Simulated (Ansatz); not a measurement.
**CuPt: stiffness from strained cells**

How stiff is the crystal, and how unevenly? Runs: cell and atoms relaxed (PAW); reference run (PAW); strain amplitude 0.04 (PAW).

Program: Ansatz 0.2.0. Level of theory: DFT r²SCAN, frozen-core PAW, scalar-relativistic unless said. These are calculated values, not measurements.

1 further run of the same task is left out (it didn't finish).

## 1. Starting point

It takes space group R-3m (No. 166, trigonal). The conventional cell has a = 2.725 Å, b = 2.725 Å, c = 12.733 Å, α = 90.00°, β = 90.00°, γ = 120.00°. Cu (site symmetry -3m) has 6 Pt at 2.64 Å and 6 Cu at 2.72 Å as nearest neighbours. Pt (site symmetry -3m) is surrounded by 6 Cu at 2.64 Å and 6 Pt at 2.72 Å.

Structure file:

```cif
data_structure
_symmetry_space_group_name_H-M 'R-3m:H'
_symmetry_Int_Tables_number 166
_cell_length_a 2.7246
_cell_length_b 2.7246
_cell_length_c 12.7334
_cell_angle_alpha 90.000
_cell_angle_beta 90.000
_cell_angle_gamma 120.000
_cell_volume 81.86
loop_
_atom_site_label
_atom_site_type_symbol
_atom_site_symmetry_multiplicity
_atom_site_Wyckoff_symbol
_atom_site_fract_x
_atom_site_fract_y
_atom_site_fract_z
_atom_site_occupancy
Cu1 Cu 3 a 0.00000 0.00000 0.00000 1
Pt1 Pt 3 b 0.66667 0.33333 0.83333 1
```

Cartesian axes are those of the input's lattice vectors. The structure goes back to a database entry.

## 2. Cell and atoms relaxed, PAW

The input, input.yaml:

```yaml
crystal:
  lattice:
    - [1.36229697058, 0.78652252268, 4.24445499]
    - [-1.36229697058, 0.78652252268, 4.24445499]
    - [0.0, -1.57304504536, 4.24445499]
  atoms:
    - { symbol: Cu, position: [0.0, 0.0, 0.0] }
    - { symbol: Pt, position: [0.5, 0.5, 0.5] }
kpoints:
  mp_grid: { grid: [20, 20, 20] }
scf:
  occupations: { method: fermi_dirac, width: 0.08 }
hamiltonian:
  xc: r2scan
  pseudopotentials: { kind: paw }
relax:
  f_tol: 0.002
  max_steps: 80
  cell: {}
output:
  forces: true
  stress: true
  write_density: true
  write_potential: true
  elf: true
  volumetric_format: npy
```

Started as:

```bash
$ ansatz run input.yaml --threads 1 --pin off --max-ram 2560MiB --backend cpu --events-out ev --progress --plain --runs-dir out
```

Output, cut to the lines that bear on the results:

```text
[...]
Pseudopotentials: kind: paw
Pseudopotential: Cu, paw, valence charge 19, recommended cutoff 500 eV (meta_gga), Cu.paw.azcp
Pseudopotential: Pt, paw, valence charge 18, recommended cutoff 500 eV (meta_gga), Pt.paw.azcp
Functional definition: r2SCAN
[...]
Crystal: 2 atoms, lattice volume = 27.287 Å³
Basis set: ecut = 500 eV, 675 PW (Γ), FFT grids on a1−a2, a2, −a2+a3, exchange–correlation on 80×144×80 points (64 copies of the dense FFT grid, shifted against one another)
Bands: 23, of which v1, the nominal top of the filled ones, is band 19 counted from 1 (18 counted from 0)
Symmetry: 12 space group operations
Space group: R-3m (ITA 166), of the structure as read, at distance tolerance 3.0e-5 Å
k-points: 781 of 8000
[...]
SCF iter   1: F=—  HF=-19168.430338 eV  |F-HF|=—  |Δ(HF+E_count)|=         —  Δρ=3.66e-2  dr2=2.12e-1  dr2_τ=1.31e-2  ethr=1.77e-3  ⟨swp⟩=5.3  Hψ=70194  notcnv=0
[...]
relax step   1: F+E_penalty+E_count = -19168.40417143 eV  Δ(F+E_penalty+E_count) = +0.000e0 eV  max|allowed force component| = 1.578e-29 eV/Å  Δτ_max = 0.0000 Å  P = -0.492 GPa  Ω = 27.287 Å³  (9 SCF iters, dr2 threshold 1.00e-7 eV, accepted)
[...]
relax step   2: F+E_penalty+E_count = -19168.40472248 eV  Δ(F+E_penalty+E_count) = -5.511e-4 eV  max|allowed force component| = 2.861e-28 eV/Å  Δτ_max = 0.0000 Å  P = +0.381 GPa  Ω = 27.182 Å³  energy of the carried Pulay correction = +6.660e-5 eV  (7 SCF iters, dr2 threshold 2.00e-7 eV, accepted)
[...]
SCF iter   5: F=—  HF=-19168.404736 eV  |F-HF|=—  |Δ(HF+E_count)|=   3.61e-7  Δρ=3.49e-5  dr2=4.18e-7  dr2_τ=8.46e-9  ethr=5.41e-10  ⟨swp⟩=8.0  Hψ=112176  notcnv=0
```

## 3. More of the same log: cell and atoms relaxed by PAW

The log, continued:

```text
SCF iter   6: F=-19168.404736 eV  HF=-19168.404736 eV  |F-HF|=9.27e-9  |Δ(HF+E_count)|=   2.95e-9  Δρ=7.38e-6  dr2=2.27e-8  dr2_τ=8.31e-10  ethr=5.41e-10  ⟨swp⟩=6.0  Hψ=108103  notcnv=0
SCF 3 converged in 6 iterations: F = -19168.404736 eV  dr2 = 2.27e-8
relax step   3: F+E_penalty+E_count = -19168.40473605 eV  Δ(F+E_penalty+E_count) = -1.357e-5 eV  max|allowed force component| = 3.282e-28 eV/Å  Δτ_max = 0.0000 Å  P = -0.171 GPa  Ω = 27.253 Å³  energy of the carried Pulay correction = +2.953e-5 eV  (6 SCF iters, dr2 threshold 2.00e-7 eV, accepted)
Crystal: 2 atoms, lattice volume = 27.230 Å³
iter 1 solved again at ethr=2.58e-8 eV; its pass at ethr=3.10e-3 eV (dr2=9.56e-6 eV) is discarded
SCF iter   1: F=—  HF=-19168.404708 eV  |F-HF|=—  |Δ(HF+E_count)|=         —  Δρ=2.27e-4  dr2=1.00e-5  dr2_τ=6.64e-5  ethr=2.58e-8  ⟨swp⟩=3.0  Hψ=87592  notcnv=0
preconditioner: auto → Kerker (q_TF=auto, 2.871 Å⁻¹)  [metal: Δε(μ)=0.006 eV  Ē_g=11.204 eV  σ=0.080 eV  W_gap=0.02  n_scr=14 (ndim 8)  ℏωp=32.6 eV  f_vac=0.000  D(μ)=0.84/eV (n_scr^D=2)]
SCF iter   2: F=—  HF=-19168.404771 eV  |F-HF|=—  |Δ(HF+E_count)|=   6.28e-5  Δρ=1.26e-4  dr2=2.02e-6  dr2_τ=3.06e-7  ethr=2.58e-8  ⟨swp⟩=2.0  Hψ=32404  notcnv=0
SCF iter   3: F=—  HF=-19168.404770 eV  |F-HF|=—  |Δ(HF+E_count)|=   4.39e-7  Δρ=5.90e-5  dr2=5.66e-7  dr2_τ=7.54e-8  ethr=5.46e-9  ⟨swp⟩=2.0  Hψ=28945  notcnv=0
SCF iter   4: F=-19168.404770 eV  HF=-19168.404770 eV  |F-HF|=2.82e-8  |Δ(HF+E_count)|=   1.08e-8  Δρ=2.74e-5  dr2=6.64e-8  dr2_τ=9.29e-9  ethr=5.41e-10  ⟨swp⟩=7.3  Hψ=102706  notcnv=0
SCF 4 converged in 4 iterations: F = -19168.404770 eV  dr2 = 6.64e-8
relax step   4: F+E_penalty+E_count = -19168.40477023 eV  Δ(F+E_penalty+E_count) = -3.418e-5 eV  max|allowed force component| = 6.311e-29 eV/Å  Δτ_max = 0.0000 Å  P = -0.002 GPa  Ω = 27.230 Å³  energy of the carried Pulay correction = +4.074e-5 eV  (4 SCF iters, dr2 threshold 2.00e-7 eV, accepted)
Initial wavefunctions: pseudopotential atomic-orbital guess (no wavefunctions were taken with the density)
iter 1 solved again at ethr=7.99e-9 eV; its pass at ethr=3.10e-3 eV (dr2=2.96e-6 eV) is discarded
SCF iter   1: F=—  HF=-19168.404731 eV  |F-HF|=—  |Δ(HF+E_count)|=         —  Δρ=3.13e-5  dr2=7.88e-8  dr2_τ=6.63e-8  ethr=7.99e-9  ⟨swp⟩=4.1  Hψ=130152  notcnv=0
preconditioner: auto → Kerker (q_TF=auto, 2.871 Å⁻¹)  [metal: Δε(μ)=0.006 eV  Ē_g=11.205 eV  σ=0.080 eV  W_gap=0.02  n_scr=14 (ndim 8)  ℏωp=32.6 eV  f_vac=0.000  D(μ)=0.84/eV (n_scr^D=2)]
SCF iter   2: F=—  HF=-19168.404731 eV  |F-HF|=—  |Δ(HF+E_count)|=   8.03e-8  Δρ=1.76e-5  dr2=2.37e-8  dr2_τ=6.69e-9  ethr=2.13e-10  ⟨swp⟩=2.5  Hψ=27371  notcnv=0
SCF iter   3: F=—  HF=-19168.404731 eV  |F-HF|=—  |Δ(HF+E_count)|=   2.70e-8  Δρ=9.64e-6  dr2=1.52e-8  dr2_τ=4.99e-10  ethr=6.40e-11  ⟨swp⟩=2.0  Hψ=26186  notcnv=0
SCF iter   4: F=—  HF=-19168.404731 eV  |F-HF|=—  |Δ(HF+E_count)|=   4.79e-9  Δρ=7.93e-6  dr2=9.58e-9  dr2_τ=4.62e-10  ethr=4.11e-11  ⟨swp⟩=2.0  Hψ=32435  notcnv=0
SCF iter   5: F=—  HF=-19168.404731 eV  |F-HF|=—  |Δ(HF+E_count)|=   2.53e-9  Δρ=1.96e-6  dr2=1.19e-9  dr2_τ=6.00e-11  ethr=2.59e-11  ⟨swp⟩=2.1  Hψ=28756  notcnv=0
SCF iter   6: F=—  HF=-19168.404731 eV  |F-HF|=—  |Δ(HF+E_count)|=  7.64e-11  Δρ=4.32e-7  dr2=4.62e-11  dr2_τ=2.98e-12  ethr=3.20e-12  ⟨swp⟩=1.0  Hψ=17998  notcnv=0
SCF iter   7: F=-19168.404731 eV  HF=-19168.404731 eV  |F-HF|=0.00e0  |Δ(HF+E_count)|=  5.09e-11  Δρ=1.54e-7  dr2=1.60e-11  dr2_τ=6.27e-13  ethr=1.00e-12  ⟨swp⟩=5.2  Hψ=75855  notcnv=0
SCF 5 converged in 7 iterations: F = -19168.404731 eV  dr2 = 1.60e-11
relax step   5: F+E_penalty+E_count = -19168.40473093 eV  Δ(F+E_penalty+E_count) = +3.930e-5 eV  max|allowed force component| = 1.010e-28 eV/Å  Δτ_max = 0.0000 Å  P = -0.004 GPa  Ω = 27.230 Å³  stress off target by 5.32e-3 GPa  SCF on the basis re-selected at this cell (its energy is not comparable with the rows above)  (7 SCF iters)
basis re-selected at this cell: Δ(F+E_penalty+E_count) = +3.930e-5 eV, ΔP = -0.001 GPa vs the last step (what re-selecting the basis moved, of the pressure what is left beyond the Pulay correction that the steps carried, after the strain that the cell walked since its last selection, with what the two solves' SCF thresholds leave and, on support functions, any second-order correction that the steps lacked; it is no measure of the basis error at this ecutwfc). This SCF's stress stands 5.32e-3 GPa from its target on what of the cell is left free (relax.cell.stress_tol is 5.00e-2 GPa) and its largest allowed force component is 1.01e-28 eV/Å (relax.f_tol is 2.00e-3 eV/Å): within both
SCF converged after 7 iterations
Free energy (F): -19168.404731 eV
Harris-Foulkes:  -19168.404731 eV  (|F-HF|=0.00e0)
Internal energy: -19168.387064 eV  (E = F + TS)
E sigma→0 (E₀):  -19168.395897 eV
Entropy (-TS):   -0.017667 eV (-8.834 meV/atom)
Fermi energy:    19.828866 eV
--- Per-component energies (eV) ---
  E_band       = -521.719243
  E_kinetic    = 938.585467
  E_local      = -5667.035729  (includes V_loc(G=0)·N_el)
  E_nonlocal   = 601.570247
  E_hartree    = 2416.646114
  E_xc         = -333.953117
  E_vxc        = -462.074114  (∫ρ·V_xc dr)
  E_paw        = -11162.054425  (= ΣΔE_a)
  E_vpaw       = -796.483522  (= ΣTr[D̂ρ^β])
  E_aug_tail   = 0.000301  (compensation charges beyond the density's cutoff)
  E_vtau       = 30.425938  (kinetic-family band-sum trace: ∫τ·v_τ [+ j·A + Jᵃ·Aᵃ] dr)
  E_ewald      = -5961.613319
  E_core_change = -0.532602  (= ΣΔE_core)
  E_smearing   = -0.017667  (= −TS)
  E_closure    = -0.000000  (closes the sum)
  Σ components = -19168.404731   (vs F -19168.404731, Δ=0.00e0)
--- Forces (eV/Å), atoms counted from 1 ---
  atom   1  Cu     0.00000000    -0.00000000     0.00000000
  atom   2  Pt     0.00000000     0.00000000     0.00000000
  max |Σ_I F_I| component: 3.37e-28 eV/Å
--- Stress (GPa, compression-positive) ---
       -0.005323       0.000000       0.000000
        0.000000      -0.005323      -0.000000
        0.000000      -0.000000      -0.000244
  P = ⅓ Tr σ = -0.0036 GPa (-0.036 kbar)
--- Band table (eV; the first three rows and the last of 781) ---
  k-point 0: bands = ["-96.1088", "-80.6544", "-51.9674", "-51.9156", "-51.9156", "-34.1477", "-34.1063", "-34.1063", "9.8329", "13.3572", "15.9702", "15.9702", "16.9344", "16.9344", "17.1198", "17.9747", "17.9747", "19.3771", "19.3771", "19.7716", "25.9261", "35.9378", "39.0346"]
  k-point 1: bands = ["-96.1087", "-80.6536", "-51.9673", "-51.9165", "-51.9158", "-34.1462", "-34.1185", "-34.1092", "9.9294", "13.4238", "15.9177", "16.0375", "16.8893", "16.9513", "17.1358", "17.9480", "17.9838", "18.7399", "19.3505", "20.4858", "25.9503", "36.0740", "38.6287"]
  k-point 2: bands = ["-96.1084", "-80.6511", "-51.9670", "-51.9194", "-51.9165", "-34.1538", "-34.1417", "-34.1178", "10.2131", "13.6167", "15.7741", "16.2327", "16.7401", "17.0017", "17.1823", "17.8647", "18.0141", "18.0767", "19.2736", "21.3960", "26.0376", "36.2303", "37.3588"]
  k-point 780: bands = ["-96.1088", "-80.6544", "-51.9670", "-51.9156", "-51.9156", "-34.1505", "-34.1064", "-34.1064", "11.1410", "13.3330", "15.7990", "16.2118", "16.2118", "16.9910", "17.3284", "17.3284", "17.8607", "17.8607", "18.6357", "18.6357", "32.7102", "36.2279", "36.3861"]
--- Relaxed structure (4 steps of the walk, 4 accepted, 1 SCFs on fresh bases) ---
  F+E_penalty+E_count = -19168.40473093 eV   max|allowed force component| = 1.010e-28 eV/Å   (the final SCF, on the basis selected at the relaxed cell)
  cell:  # Å, volume = 27.2303 Å³
    - [1.3584256676042064, 0.7842874248653853, 4.259805566844212]
    - [-1.3584256676042064, 0.7842874248653853, 4.259805566844212]
    - [2.4342829326755783e-19, -1.5685748497307705, 4.259805566844212]
  atoms:
    - { symbol: Cu, position: [7.243690864096561e-36, -2.8099739863198744e-35, -1.042802449955109e-35] }
    - { symbol: Pt, position: [0.5000000000000001, 0.5000000000000001, 0.5000000000000001] }
```

Run time: 3.1 min. Hardware: 1 thread of Intel Xeon Platinum 8488C (Sapphire Rapids), shared host; peak memory 0.88 GiB.

Relaxation path:

| step | energy from step 1 (eV/cell) | largest force component (eV/Å) | pressure (GPa) | volume (Å³) |
| --- | --- | --- | --- | --- |
| 1 | 0.0000 | 0.0000 | -0.49 | 27.29 |
| 2 | -0.0006 | 0.0000 | 0.38 | 27.18 |
| 3 | -0.0006 | 0.0000 | -0.17 | 27.25 |
| 4 | -0.0006 | 0.0000 | 0.00 | 27.23 |
| 5 | -0.0006 | 0.0000 | 0.00 | 27.23 |

Step 1 is the start. Step 5 repeats the geometry before on a plane-wave basis chosen anew for that cell, so the energy can jump there without any move; the table keeps such jumps.

| input's cell | before | after | change |
| --- | --- | --- | --- |
| a (Å) | 4.527 | 4.539 | +0.3 % |
| b (Å) | 4.527 | 4.539 | +0.3 % |
| c (Å) | 4.527 | 4.539 | +0.3 % |
| α (°) | 35.03 | 34.83 | -0.20° |
| β (°) | 35.03 | 34.83 | -0.20° |
| γ (°) | 35.03 | 34.83 | -0.20° |
| volume (Å³/atom) | 13.64 | 13.62 | -0.2 % |

(Part 1 of 2 ends here.)
